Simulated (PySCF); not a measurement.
# CoF6 (-3): ligand-field states, part 1 of 3

Aim: compute the ligand-field states of CoF6 (-3).

Computed with PySCF 2.14.0 and routines of our own; the level stands in each step. Atoms count from 0.

## Step 1: The system as given

7 atoms, charge -3, states of the metal's open shell are computed; geometry from: model geometry, bond lengths from ionic radii.

## Step 2: Ligand-field states: state-averaged CASSCF in water

What the job is given:

```
{"job": {"kind": "lf", "basis": {"metal": "x2c-TZVPall", "ligand": "x2c-SVPall"}, "nevpt": true, "solvent": "water"}, "charge": -3, "metal": "Co", "open_shell": "d6"}
Co     0.000000     0.000000     0.000000
F      0.000000     0.000000     1.910000
F      0.000000     0.000000    -1.910000
F      1.910000     0.000000     0.000000
F     -1.910000     0.000000     0.000000
F      0.000000     1.910000     0.000000
F     -0.000000    -1.910000     0.000000
```

With the program's defaults for keys left out, this is: state-averaged CASSCF of the metal d shell, SC-NEVPT2 on the averaged canonical orbitals, state-interaction spin-orbit coupling.

Started as:

```console
$ OMP_NUM_THREADS=1 python lf_run.py task.json out
```

This one command runs all jobs of the session in turn.

Log:

```text
basis functions 132, electrons 84, active (6e, 5o)
stage 1: DIIS on the effective Fock matrix, level shift 0.30
cycle   1  E = -1980.8222344634  dE = -1.981e+03  max|g| = 4.348e+00
cycle   2  E = -1987.0651629428  dE = -6.243e+00  max|g| = 1.995e+00
cycle   3  E = -1988.5841443408  dE = -1.519e+00  max|g| = 1.018e+00
cycle   4  E = -1988.8489528282  dE = -2.648e-01  max|g| = 1.730e-01
cycle   5  E = -1988.8861091702  dE = -3.716e-02  max|g| = 1.363e-01
cycle   6  E = -1988.8836784189  dE =  2.431e-03  max|g| = 8.244e-02
cycle   7  E = -1988.8994005612  dE = -1.572e-02  max|g| = 1.531e-02
cycle   8  E = -1988.8942621176  dE =  5.138e-03  max|g| = 4.635e-02
cycle   9  E = -1988.8665375583  dE =  2.772e-02  max|g| = 1.226e-01
cycle  10  E = -1988.7448950546  dE =  1.216e-01  max|g| = 3.058e-01
cycle  11  E = -1988.3794393640  dE =  3.655e-01  max|g| = 6.712e-01
cycle  12  E = -1987.4026240248  dE =  9.768e-01  max|g| = 1.019e+00
cycle  13  E = -1986.4713207136  dE =  9.313e-01  max|g| = 1.230e+00
cycle  14  E = -1985.8373753326  dE =  6.339e-01  max|g| = 1.550e+00
cycle  15  E = -1985.3108762301  dE =  5.265e-01  max|g| = 1.843e+00
stage 2: quasi-Newton rotations from the point of smallest gradient
cycle  17  E = -1988.8999088743  dE = -5.083e-04  max|g| = 1.828e-02
cycle  18  E = -1988.9000724727  dE = -1.636e-04  max|g| = 3.461e-03
cycle  19  E = -1988.9000797960  dE = -7.323e-06  max|g| = 2.660e-04
cycle  20  E = -1988.9000800805  dE = -2.845e-07  max|g| = 1.581e-04
cycle  21  E = -1988.9000801092  dE = -2.863e-08  max|g| = 4.515e-05
cycle  22  E = -1988.9000801116  dE = -2.438e-09  max|g| = 7.087e-06
converged average energy = -1988.9000801116

 mult deg   label        CASSCF/cm-1   NEVPT2/cm-1
   5   3   5T2g                0.0           0.0
   1   1   1A1g            17158.1        6881.0
   3   3   3T1g            15315.4        9375.0
   5   2   5Eg             10391.5       14311.3
   3   3   3T2g            19846.3       15385.3
   1   3   1T1g            25859.7       19963.4
   3   3   3T1g            24486.8       22721.3
   3   3   3T2g            26866.4       24524.1
   3   3   3T1g            28944.8       26576.6
   3   2   3Eg             28871.7       28067.4
   1   3   1T2g            33594.0       30566.7
   3   3   3T2g            34044.6       32158.3
   1   2   1Eg             36900.6       34504.7
   3   1   3A2g            35249.9       34980.5
   1   3   1T2g            39636.2       35266.5
   1   1   1A1g            38325.3       36101.0
   3   2   3Eg             36570.2       37994.3
   3   3   3T1g            36593.8       38419.6
   3   3   3T2g            41792.7       40678.0
   1   3   1T1g            41947.2       40924.4
   3   1   3A1g            40703.0       42383.3
   1   1   1A2g            42476.0       42499.6
   1   3   1T2g            47248.1       44941.6
   3   3   3T1g            44578.0       46585.1
   3   2   3Eg             47608.6       47368.1
   1   3   1T2g            49305.1       47718.6
   1   2   1Eg             47694.9       48572.4
   1   1   1A2g            57506.5       53728.9
   1   2   1Eg             57243.4       53943.6
   1   1   1A1g            53638.9       54301.1
   1   3   1T1g            60336.8       57231.6
   3   3   3T1g            66454.6       60436.7
   3   1   3A2g            67378.7       61360.4
   1   3   1T2g            62563.4       62183.9
   1   3   1T2g            71747.3       64406.5
   3   3   3T2g            70400.3       65968.4
   3   3   3T1g            74049.6       69941.7
   1   3   1T1g            81164.6       76347.2
   1   2   1Eg             81336.7       77987.1
   1   1   1A1g            84217.9       79630.5
   1   2   1Eg             98748.1       86995.9
   1   3   1T2g           106087.7       97333.4
   1   1   1A1g           133031.2      119015.0

spin-orbit levels / cm-1
      0.00  x3  5T2g 1.00
    250.91  x2  5T2g 1.00
    273.51  x3  5T2g 1.00
    610.58  x1  5T2g 0.99
    658.42  x3  5T2g 0.99
    689.71  x3  5T2g 1.00
   6912.18  x1  1A1g 0.89 3T1g 0.11
   9564.62  x2  3T1g 0.99
   9602.50  x3  3T1g 0.99
  10095.77  x3  3T1g 0.99
  10714.09  x1  3T1g 0.88 1A1g 0.11
  14703.42  x2  5Eg 0.97
  14707.90  x3  5Eg 0.98
  14708.18  x3  5Eg 0.98
  14710.38  x1  5Eg 0.98
  14718.41  x1  5Eg 0.99
  15638.10  x3  3T2g 0.96
  15763.15  x2  3T2g 0.97
  15950.76  x3  3T2g 0.98
  16032.44  x1  3T2g 0.97
  20320.92  x3  1T1g 0.92 3T1g 0.06
  23043.16  x2  3T1g 0.92 3T2g 0.07
  23128.67  x3  3T1g 0.98
  23236.01  x1  3T1g 0.99
  23303.80  x3  3T1g 0.90 1T1g 0.05 3T2g 0.05
  24851.11  x3  3T2g 0.95 3T1g 0.04
  24912.18  x2  3T2g 0.92 3T1g 0.08
```

Run time: 12 s. Hardware: 1 thread of Arm Neoverse V2, shared host; peak memory 0.34 GiB.

From this job:

| quantity | value |
| --- | --- |
| spin-orbit constant ζ | 557 cm⁻¹ |

Powder susceptibility:

| T (K) | χT (cm³ K/mol) | μ(eff) |
| --- | --- | --- |
| 2 | 3.121 | 5.00 |
| 5 | 3.148 | 5.02 |
| 10 | 3.193 | 5.05 |
| 20 | 3.282 | 5.12 |
| 30 | 3.371 | 5.19 |
| 50 | 3.548 | 5.33 |
| 75 | 3.750 | 5.48 |
| 100 | 3.908 | 5.59 |
| 150 | 4.088 | 5.72 |
| 200 | 4.148 | 5.76 |
| 250 | 4.147 | 5.76 |
| 300 | 4.118 | 5.74 |

## Step 3: Ligand-field states: state-averaged CASSCF (bond length × 0.92) in water

What the job is given:

```
{"job": {"kind": "lf", "basis": {"metal": "x2c-TZVPall", "ligand": "x2c-SVPall"}, "nevpt": true, "solvent": "water", "reuse": true}, "charge": -3, "metal": "Co", "open_shell": "d6"}
Co     0.000000     0.000000     0.000000
F      0.000000     0.000000     1.757200
F      0.000000     0.000000    -1.757200
F      1.757200     0.000000     0.000000
F     -1.757200     0.000000     0.000000
F      0.000000     1.757200     0.000000
F     -0.000000    -1.757200     0.000000
```

Level: state-averaged CASSCF of the metal d shell, SC-NEVPT2 on the averaged canonical orbitals, state-interaction spin-orbit coupling.

Log:

```text
basis functions 132, electrons 84, active (6e, 5o)
start from the orbitals of the previous structure
stage 1: DIIS on the effective Fock matrix, level shift 0.30
cycle   1  E = -1985.6468801224  dE = -1.986e+03  max|g| = 4.283e+00
cycle   2  E = -1988.6729893495  dE = -3.026e+00  max|g| = 5.698e-01
cycle   3  E = -1988.7572119557  dE = -8.422e-02  max|g| = 2.021e-01
cycle   4  E = -1988.8068517621  dE = -4.964e-02  max|g| = 4.093e-02
cycle   5  E = -1988.8040067413  dE =  2.845e-03  max|g| = 6.424e-02
cycle   6  E = -1988.8100064548  dE = -6.000e-03  max|g| = 2.398e-02
cycle   7  E = -1988.8110812250  dE = -1.075e-03  max|g| = 1.049e-02
cycle   8  E = -1988.8113198062  dE = -2.386e-04  max|g| = 5.966e-03
cycle   9  E = -1988.8113933034  dE = -7.350e-05  max|g| = 3.264e-03
cycle  10  E = -1988.8114014287  dE = -8.125e-06  max|g| = 1.924e-03
cycle  11  E = -1988.8114059757  dE = -4.547e-06  max|g| = 9.558e-04
cycle  12  E = -1988.8114076592  dE = -1.684e-06  max|g| = 4.478e-04
cycle  13  E = -1988.8114080143  dE = -3.550e-07  max|g| = 3.655e-04
cycle  14  E = -1988.8114079787  dE =  3.553e-08  max|g| = 4.203e-04
cycle  15  E = -1988.8114079810  dE = -2.300e-09  max|g| = 4.318e-04
cycle  16  E = -1988.8114079166  dE =  6.446e-08  max|g| = 4.878e-04
cycle  17  E = -1988.8114078196  dE =  9.698e-08  max|g| = 5.589e-04
cycle  18  E = -1988.8114077347  dE =  8.492e-08  max|g| = 6.072e-04
cycle  19  E = -1988.8114077102  dE =  2.447e-08  max|g| = 6.130e-04
cycle  20  E = -1988.8114076844  dE =  2.578e-08  max|g| = 6.238e-04
cycle  21  E = -1988.8114076723  dE =  1.208e-08  max|g| = 6.238e-04
cycle  22  E = -1988.8114075158  dE =  1.566e-07  max|g| = 7.039e-04
cycle  23  E = -1988.8114071969  dE =  3.189e-07  max|g| = 7.825e-04
cycle  24  E = -1988.8114065204  dE =  6.765e-07  max|g| = 8.102e-04
cycle  25  E = -1988.8114040481  dE =  2.472e-06  max|g| = 1.408e-03
cycle  26  E = -1988.8113928673  dE =  1.118e-05  max|g| = 3.347e-03
stage 2: quasi-Newton rotations from the point of smallest gradient
cycle  28  E = -1988.8114082950  dE = -2.808e-07  max|g| = 8.305e-05
cycle  29  E = -1988.8114083083  dE = -1.334e-08  max|g| = 9.356e-05
cycle  30  E = -1988.8114083127  dE = -4.353e-09  max|g| = 1.485e-05
cycle  31  E = -1988.8114083129  dE = -1.610e-10  max|g| = 3.138e-06
converged average energy = -1988.8114083129

 mult deg   label        CASSCF/cm-1   NEVPT2/cm-1
   1   1   1A1g                0.0           0.0
   5   3   5T2g            -5228.1        6250.4
   3   3   3T1g             4157.1        9016.0
   3   3   3T2g            10078.8       15697.9
   1   3   1T1g            14275.1       19252.3
   5   2   5Eg             11276.1       27089.1
   3   3   3T1g            18875.8       28533.8
   3   3   3T2g            20868.0       30225.6
   1   3   1T2g            25426.1       31631.7
   3   3   3T1g            23848.1       32803.6
   3   2   3Eg             23857.6       33787.1
   3   3   3T2g            29254.6       37511.7
   1   3   1T2g            32683.0       39256.4
   1   2   1Eg             31116.7       40062.1
   1   1   1A1g            32624.4       41650.7
   3   1   3A2g            33272.4       44151.4
   1   3   1T1g            37923.7       47601.7
   1   1   1A2g            39053.9       49163.3
   3   3   3T1g            36595.1       50075.2
   1   3   1T2g            42400.9       50102.3
   3   2   3Eg             36387.8       50178.5
   3   3   3T2g            40513.7       52623.8
   3   1   3A1g            40934.8       54439.4
   3   3   3T1g            45472.9       56290.9
   1   2   1Eg             46674.9       57438.4
   1   3   1T2g            47898.3       59061.2
   3   2   3Eg             47322.1       59111.6
   1   2   1Eg             55059.4       63295.4
   1   1   1A2g            54869.9       64172.6
   1   1   1A1g            54030.2       66422.4
   1   3   1T1g            58552.0       67889.5
   3   1   3A2g            63018.1       69066.6
   1   3   1T2g            63255.4       72226.6
   3   3   3T1g            64600.2       72945.5
   3   3   3T2g            68799.6       76573.3
   1   3   1T2g            68073.4       76779.0
   3   3   3T1g            73799.9       82325.1
   1   3   1T1g            79919.5       87021.8
   1   1   1A1g            83103.8       89340.4
   1   2   1Eg             92684.9       92551.3
   1   2   1Eg             83073.5       93318.4
   1   3   1T2g           104789.7      108605.0
   1   1   1A1g           130754.9      129649.8

spin-orbit levels / cm-1
      0.00  x1  1A1g 0.98
   5951.23  x3  5T2g 1.00
   6145.50  x2  5T2g 0.97
   6192.92  x3  5T2g 0.98
   6424.14  x1  5T2g 0.93 3T1g 0.06
   6504.19  x3  5T2g 0.95 3T1g 0.05
   6543.37  x3  5T2g 0.95 3T1g 0.05
   8981.98  x2  3T1g 0.97
   9060.96  x3  3T1g 0.94 5T2g 0.05
   9568.58  x3  3T1g 0.94 5T2g 0.06
   9937.12  x1  3T1g 0.92 5T2g 0.06
  15588.18  x3  3T2g 0.97
  15699.86  x2  3T2g 0.99
  16026.59  x3  3T2g 1.00
  16178.41  x1  3T2g 1.00
  19435.69  x3  1T1g 0.97
  27020.75  x1  5Eg 0.90 3T1g 0.09
  27060.58  x3  5Eg 0.92 3T1g 0.07
  27092.09  x2  5Eg 0.93 3T1g 0.06
  27142.35  x3  5Eg 0.96 3T1g 0.03
  27193.72  x1  5Eg 0.99
  28647.21  x2  3T1g 0.87 3T2g 0.06 5Eg 0.06
  28672.66  x3  3T1g 0.95 5Eg 0.03
  28839.08  x3  3T1g 0.89 5Eg 0.07 3T2g 0.03
  28912.75  x1  3T1g 0.91 5Eg 0.09
  30350.29  x3  3T2g 0.97
  30403.81  x2  3T2g 0.93 3T1g 0.06
```

Run time: 10 s. Hardware: 1 thread of Arm Neoverse V2, shared host; peak memory 0.35 GiB.

Key values:

| quantity | value |
| --- | --- |
| spin-orbit constant ζ | 551 cm⁻¹ |

Powder susceptibility:

| T (K) | χT (cm³ K/mol) | μ(eff) |
| --- | --- | --- |
| 2 | 0.000 | 0.05 |
| 20 | 0.004 | 0.17 |
| 100 | 0.017 | 0.37 |
| 300 | 0.052 | 0.65 |

## Step 4: Ligand-field states: state-averaged CASSCF (bond length × 0.95) in water

What the job is given:

```
{"job": {"kind": "lf", "basis": {"metal": "x2c-TZVPall", "ligand": "x2c-SVPall"}, "nevpt": true, "solvent": "water", "reuse": true}, "charge": -3, "metal": "Co", "open_shell": "d6"}
Co     0.000000     0.000000     0.000000
F      0.000000     0.000000     1.814500
F      0.000000     0.000000    -1.814500
F      1.814500     0.000000     0.000000
F     -1.814500     0.000000     0.000000
F      0.000000     1.814500     0.000000
F     -0.000000    -1.814500     0.000000
```

Method: state-averaged CASSCF of the metal d shell, SC-NEVPT2 on the averaged canonical orbitals, state-interaction spin-orbit coupling.

Log:

```text
basis functions 132, electrons 84, active (6e, 5o)
start from the orbitals of the previous structure
stage 1: DIIS on the effective Fock matrix, level shift 0.30
cycle   1  E = -1988.2354225598  dE = -1.988e+03  max|g| = 2.442e+00
cycle   2  E = -1988.8434192823  dE = -6.080e-01  max|g| = 2.435e-01
cycle   3  E = -1988.8595641520  dE = -1.614e-02  max|g| = 4.625e-02
cycle   4  E = -1988.8525959463  dE =  6.968e-03  max|g| = 6.447e-02
cycle   5  E = -1988.8459908247  dE =  6.605e-03  max|g| = 9.042e-02
cycle   6  E = -1988.8474443532  dE = -1.454e-03  max|g| = 8.823e-02
cycle   7  E = -1988.8488804965  dE = -1.436e-03  max|g| = 8.200e-02
cycle   8  E = -1988.8507372297  dE = -1.857e-03  max|g| = 8.027e-02
cycle   9  E = -1988.8446520277  dE =  6.085e-03  max|g| = 9.834e-02
cycle  10  E = -1988.8247659864  dE =  1.989e-02  max|g| = 1.404e-01
cycle  11  E = -1988.7700908044  dE =  5.468e-02  max|g| = 2.165e-01
cycle  12  E = -1988.6321777169  dE =  1.379e-01  max|g| = 3.477e-01
cycle  13  E = -1988.3466606223  dE =  2.855e-01  max|g| = 5.502e-01
cycle  14  E = -1988.1632055125  dE =  1.835e-01  max|g| = 6.507e-01
cycle  15  E = -1987.9428358893  dE =  2.204e-01  max|g| = 7.468e-01
stage 2: quasi-Newton rotations from the point of smallest gradient
cycle  17  E = -1988.8622496963  dE = -2.686e-03  max|g| = 3.526e-02
cycle  18  E = -1988.8630300358  dE = -7.803e-04  max|g| = 1.169e-02
cycle  19  E = -1988.8630849518  dE = -5.492e-05  max|g| = 1.066e-03
cycle  20  E = -1988.8630865649  dE = -1.613e-06  max|g| = 1.848e-04
cycle  21  E = -1988.8630866362  dE = -7.139e-08  max|g| = 6.416e-05
cycle  22  E = -1988.8630866390  dE = -2.793e-09  max|g| = 1.576e-05
cycle  23  E = -1988.8630866394  dE = -3.195e-10  max|g| = 1.751e-06
converged average energy = -1988.8630866394

 mult deg   label        CASSCF/cm-1   NEVPT2/cm-1
   1   1   1A1g                0.0           0.0
   5   3   5T2g           -10492.2         481.8
   3   3   3T1g             1517.0        6148.7
   3   3   3T2g             6913.0       12596.0
   1   3   1T1g            11810.5       16537.0
   5   2   5Eg              3330.6       18460.9
   3   3   3T1g            13776.5       22952.5
   3   3   3T2g            15914.3       24690.8
   3   3   3T1g            18553.7       27066.5
   3   2   3Eg             18579.0       28248.7
   1   3   1T2g            21629.1       28433.4
   3   3   3T2g            23957.1       32151.8
   1   3   1T2g            28213.0       34132.7
   1   2   1Eg             26095.6       34587.2
   1   1   1A1g            27578.6       36180.9
   3   1   3A2g            26648.7       37201.4
   1   3   1T1g            32213.2       41731.3
   3   2   3Eg             28842.3       41804.4
   3   3   3T1g            29046.0       41976.2
   1   1   1A2g            33136.7       43378.0
   3   3   3T2g            33326.3       44307.0
   1   3   1T2g            37123.1       44899.9
   3   1   3A1g            33265.7       46113.4
   3   3   3T1g            37877.3       49575.1
   1   2   1Eg             39709.8       50775.4
   3   2   3Eg             39853.4       50908.3
   1   3   1T2g            40888.4       51133.1
   1   2   1Eg             48562.8       56152.5
   1   1   1A2g            48307.6       56375.7
   1   1   1A1g            46309.6       58125.7
   1   3   1T1g            51689.5       60092.3
   3   1   3A2g            57277.7       62526.6
   3   3   3T1g            57513.9       63954.9
   1   3   1T2g            55680.0       66369.6
   1   3   1T2g            61595.1       66724.1
   3   3   3T2g            61855.5       68838.0
   3   3   3T1g            66222.4       73656.5
   1   3   1T1g            72856.3       79269.5
   1   1   1A1g            76115.5       82193.4
   1   2   1Eg             74497.6       83389.6
   1   2   1Eg             87720.4       86967.6
   1   3   1T2g            97658.4      100454.6
   1   1   1A1g           123987.2      121691.5

spin-orbit levels / cm-1
      0.00  x1  1A1g 0.93 3T1g 0.04 5T2g 0.03
    273.68  x3  5T2g 1.00
    508.36  x2  5T2g 0.99
    537.87  x3  5T2g 0.99
    875.22  x1  5T2g 0.95 1A1g 0.04
    898.76  x3  5T2g 0.99
    935.17  x3  5T2g 0.99
   6154.59  x2  3T1g 0.99
   6201.47  x3  3T1g 0.99
   6696.04  x3  3T1g 0.98
   7114.32  x1  3T1g 0.95 1A1g 0.03
  12585.80  x3  3T2g 0.97
  12698.49  x2  3T2g 0.99
  12981.79  x3  3T2g 1.00
  13110.94  x1  3T2g 1.00
  16782.33  x3  1T1g 0.96
  18610.97  x1  5Eg 0.98
  18627.34  x3  5Eg 0.98
  18638.79  x2  5Eg 0.99
  18654.96  x3  5Eg 0.99
  18671.12  x1  5Eg 1.00
  23087.33  x2  3T1g 0.92 3T2g 0.07
  23151.76  x3  3T1g 0.98
  23275.81  x3  3T1g 0.95 3T2g 0.03
  23303.33  x1  3T1g 0.99
  24869.62  x3  3T2g 0.96 3T1g 0.03
  24925.34  x2  3T2g 0.93 3T1g 0.07
```

Run time: 8.8 s. Hardware: 1 thread of Arm Neoverse V2, shared host; peak memory 0.35 GiB.

In short:

| quantity | value |
| --- | --- |
| spin-orbit constant ζ | 553 cm⁻¹ |

Powder susceptibility:

| T (K) | χT (cm³ K/mol) | μ(eff) |
| --- | --- | --- |
| 2 | 0.001 | 0.08 |
| 20 | 0.008 | 0.25 |
| 100 | 0.261 | 1.45 |
| 300 | 2.349 | 4.33 |

(Continued in part 2 of 3.)
